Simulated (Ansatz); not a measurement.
## HfO2, space group Fm-3m: a convergence test of the plane-wave cutoff, step by step

With Ansatz 0.2.0, Python API.

At the Python prompt:
```pycon
>>> import warnings
>>> import ansatz
>>> import pandas as pd
>>> XC = "r2SCAN"
>>> OCCUPATIONS = "fixed"
>>> warnings.simplefilter("ignore", ansatz.DeckWarning)
>>> hfo2 = (
...     ansatz.Lattice.of((0.0, 2.5575, 2.5575), (2.5575, 0.0, 2.5575), (2.5575, 2.5575, 0.0))
...     .atom("Hf", (0.0, 0.0, 0.0))
...     .atom("O", (0.25, 0.25, 0.25))
...     .atom("O", (0.75, 0.75, 0.75))
... )
>>> base = (
...     hfo2.calculation()
...     .functional(XC)
...     .occupations(OCCUPATIONS)
...     .kpoints(6, center="gamma")
...     .stress()
... )
>>> rows = []
>>> for value in [250, 300, 350, 400]:
...     data = base.basis(value).run(threads=1, backend="cpu").report
...     rows.append((value, data["free_energy_ev"] / len(data["lattice"]["sites"]), data["n_iterations"], sum(data["stress_gpa"][i][i] for i in range(3)) / 3, data["n_pw"]))
...
>>> table = pd.DataFrame(rows, columns=["cutoff (eV)", "F/atom (eV)", "iterations", "P (GPa)", "plane waves"])
>>> table.round(5)
   cutoff (eV)  F/atom (eV)  iterations  P (GPa)  plane waves
0          250  -5623.88006           7 -8.58307          307
1          300  -5625.08345           8 -9.01828          411
2          350  -5625.32826           7 -9.12746          531
3          400  -5625.37919           7 -8.37743          609
>>> # the last row is the reference
>>> for row in rows[:-1]:
...     shift = 1000 * (row[1] - rows[-1][1])
...     print(f"{row[0]}: {shift:+.2f} meV/atom" + ("  (within 1 meV)" if abs(shift) < 1 else ""))
...
250: +1499.13 meV/atom
300: +295.74 meV/atom
350: +50.93 meV/atom
```

What to keep in mind:
- Spin is left out of this run.
- This is a high-temperature or high-pressure form, not the ambient phase.
- Pressure is positive in compression.
- Spin-orbit coupling, which matters for elements this heavy, is left out.
- The structure is a deposited one; some such entries were measured under pressure or heat, so a shift against it needn't be the functional's error alone.
- Shifts are counted from the last row, which is itself no proven limit.
- The script silences the warnings on its input, which a real study should read.
- By the engine's processor time: 3.9 s on 1 thread of Intel(R) Xeon(R) Processor @ 2.30GHz, on a shared host, peak memory 0.58 GiB.
